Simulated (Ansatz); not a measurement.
# AlBrH4OSi: basis-set convergence

The task here is to estimate one member of a computed series from the others.

Computed with Ansatz 0.2.0, Gaussian basis. Level: one geometry, several basis sets.

Levels to be run: PBE0-D4/def2-SVP; ωB97M-V/def2-SVP; PBE0-D4/def2-QZVPP; ωB97M-V/def2-QZVPP; the functionals' def2-TZVPP values are taken from earlier runs.

### Structure used throughout

The geometry comes from an earlier relaxation with PBE0-D4 in a triple-zeta def2 set; it is a stationary point, not always the lowest conformer.

SMILES `[SiH3][O][AlH][Br]`, 8 atoms, charge 0, spin multiplicity 1.

Atoms are counted from 1 here; the program's logs count them from 0.

Bond lengths: Si1–O2 1.631 Å, Si1–H5 1.487 Å, Si1–H6 1.486 Å, Si1–H7 1.486 Å, O2–Al3 1.672 Å, Al3–Br4 2.248 Å, Al3–H8 1.565 Å. Angles: O2–Si1–H5 110.7°, O2–Si1–H6 109.4°, O2–Si1–H7 109.3°, H5–Si1–H6 109.1°, H5–Si1–H7 109.1°, H6–Si1–H7 109.2°, Si1–O2–Al3 160.4°, O2–Al3–Br4 118.5°, O2–Al3–H8 120.7°, Br4–Al3–H8 120.8°.

Coordinates:

```xyz
8

Si    0.2502    1.4296   -0.0194
O     0.2253   -0.1650    0.3221
Al   -0.1353   -1.7943    0.2104
Br   -1.4839   -2.4820   -1.4521
H    -0.4343    1.7014   -1.3108
H    -0.4391    2.1777    1.0636
H     1.6595    1.8910   -0.1105
H     0.4498   -2.8157    1.2411
```

The first run:

in.yaml reads:

```yaml
crystal:
  periodic: [false, false, false]
  atoms:
    - {symbol: Si, position_ang: [0.250245, 1.429638, -0.019445]}
    - {symbol: O, position_ang: [0.225303, -0.164968, 0.322113]}
    - {symbol: Al, position_ang: [-0.135324, -1.794273, 0.210350]}
    - {symbol: Br, position_ang: [-1.483881, -2.481961, -1.452122]}
    - {symbol: H, position_ang: [-0.434271, 1.701435, -1.310824]}
    - {symbol: H, position_ang: [-0.439149, 2.177651, 1.063556]}
    - {symbol: H, position_ang: [1.659487, 1.891033, -0.110520]}
    - {symbol: H, position_ang: [0.449790, -2.815654, 1.241093]}
basis:
  gaussian: {orbitals: def2-SVP}
hamiltonian: {xc: pbe0, dispersion: d4}
output: {orbitals: {seedname: orbitals}}
```

Among the steps run: PBE0-D4 in def2-SVP; ωB97M-V in def2-SVP; PBE0-D4 in def2-QZVPP; ωB97M-V in def2-QZVPP.

One of the session's tables, all rows but one given; the rest of the session is left out.

It belongs to the step «Density functionals: the series». 

| functional | basis | HOMO (eV) |
| --- | --- | --- |
| PBE0-D4 | def2-SVP | -8.52 |
| PBE0-D4 | def2-TZVPP | -8.63 |
| PBE0-D4 | def2-QZVPP | -8.64 |
| ωB97M-V | def2-SVP | -10.71 |
| ωB97M-V | def2-TZVPP | ? |
| ωB97M-V | def2-QZVPP | -10.88 |

Q: Estimate the row for ωB97M-V, def2-TZVPP from the others.

As computed: HOMO (eV): -10.86. In the column «HOMO (eV)» it lies between ωB97M-V, def2-QZVPP (-10.88) and ωB97M-V, def2-SVP (-10.71).
